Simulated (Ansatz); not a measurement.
# BH2IO: interaction energy of a dimer with the counterpoise correction, by script

How strongly do two molecules of BH2IO bind, and how much of that is basis error? Wanted for BH2IO: the interaction energy of a dimer with the counterpoise correction. SMILES: OBI.

All numbers are computed with Ansatz 0.2.0, driven from Python. Level of theory: MP2/def2-SVP.

## (1) The structure

Bond lengths: O1–B2 1.442 Å, B2–I3 2.206 Å, O1–H4 0.999 Å, B2–H5 1.188 Å. Angles: O1–B2–I3 121.8°, O1–B2–H5 117.3°, I3–B2–H5 120.9°, B2–O1–H4 100.8°.

No structure file is read: the coordinates are typed or built in the script.

## (2) The script

dimer_bh2io.py

```python
"""Binding of a BH2IO dimer at a trial geometry."""

import ansatz as az

FIRST = [
    ("O", (-0.8267, -0.8597, 0.1135)),
    ("B", (0.3129, 0.0182, 0.2099)),
    ("I", (0.0852, 2.2089, 0.3384)),
    ("H", (-0.9612, -0.8837, -0.876)),
    ("H", (1.3898, -0.4838, 0.2144)),
]
SECOND = [
    ("O", (1.4962, -3.9736, -1.8125)),
    ("B", (0.1405, -3.5445, -2.0503)),
    ("I", (-1.4178, -4.9449, -2.7418)),
    ("H", (1.8915, -3.8577, -2.7225)),
    ("H", (-0.1102, -2.3984, -1.8624)),
]

def energy(atoms, ghosts=()):
    molecule = az.Crystal.molecule()
    for symbol, xyz in atoms:
        molecule = molecule.atom(symbol, xyz)
    calc = (
        molecule.calculation()
        .basis(gaussian="def2-SVP")
        .correlation("MP2")
        .accuracy("medium")
        .scf(lower_state_search="off")
    )
    deck = calc.input()
    if ghosts:
        deck = deck.set(az.key.basis.gaussian.ghost_atoms, [{"symbol": s, "position_ang": list(xyz)} for s, xyz in ghosts])
    return az.Session.from_dict(deck).plan().execute().report["free_energy_ev"]

# ghost atoms carry the functions of the partner
both = energy(FIRST + SECOND)
alone = energy(FIRST) + energy(SECOND)
ghosted = energy(FIRST, SECOND) + energy(SECOND, FIRST)
print(f"dimer {both:.6f} eV")
print(f"interaction, uncorrected   {(both - alone):8.3f} eV")
print(f"interaction, counterpoise  {(both - ghosted):8.3f} eV")
print(f"basis-set superposition    {(alone - ghosted):8.3f} eV")
```

## (3) What the engine is handed

The package turns the script's settings into the engine's input (first run):

```yaml
crystal:
  periodic: [false, false, false]
  atoms:
    - { symbol: O, position_ang: [-0.8267, -0.8597, 0.1135] }
    - { symbol: B, position_ang: [0.3129, 0.0182, 0.2099] }
    - { symbol: I, position_ang: [0.0852, 2.2089, 0.3384] }
    - { symbol: H, position_ang: [-0.9612, -0.8837, -0.876] }
    - { symbol: H, position_ang: [1.3898, -0.4838, 0.2144] }
    - { symbol: O, position_ang: [1.4962, -3.9736, -1.8125] }
    - { symbol: B, position_ang: [0.1405, -3.5445, -2.0503] }
    - { symbol: I, position_ang: [-1.4178, -4.9449, -2.7418] }
    - { symbol: H, position_ang: [1.8915, -3.8577, -2.7225] }
    - { symbol: H, position_ang: [-0.1102, -2.3984, -1.8624] }
accuracy: medium
basis:
  gaussian:
    orbitals: def2-SVP
correlation:
  method: mp2
scf:
  lower_state_search: "off"
```

## (4) Launch

On the command line:

```sh
$ python dimer_bh2io.py
```

**Question.** How large is the interaction at this pose, and how much of it is basis-set superposition?

As calculated:

| quantity | value |
| --- | --- |
| interaction energy, uncorrected | -0.020 eV |
| interaction energy, counterpoise | 0.039 eV |
| runs compared | 5 |

What this shows: The counterpoise correction turns the binding into repulsion: what looked like attraction was the basis set's error. Uncorrected it is -0.020 eV, with the counterpoise correction 0.039 eV; the difference, 0.06 eV, is the superposition error. The sign changes with the correction, so this basis doesn't settle it. Caveats:
- The dimer is a generated trial pose of unrelaxed monomers, not a minimum, so the figure is no binding energy, and the basis set is small.
- def2 sets replace the cores of elements past krypton by effective core potentials.
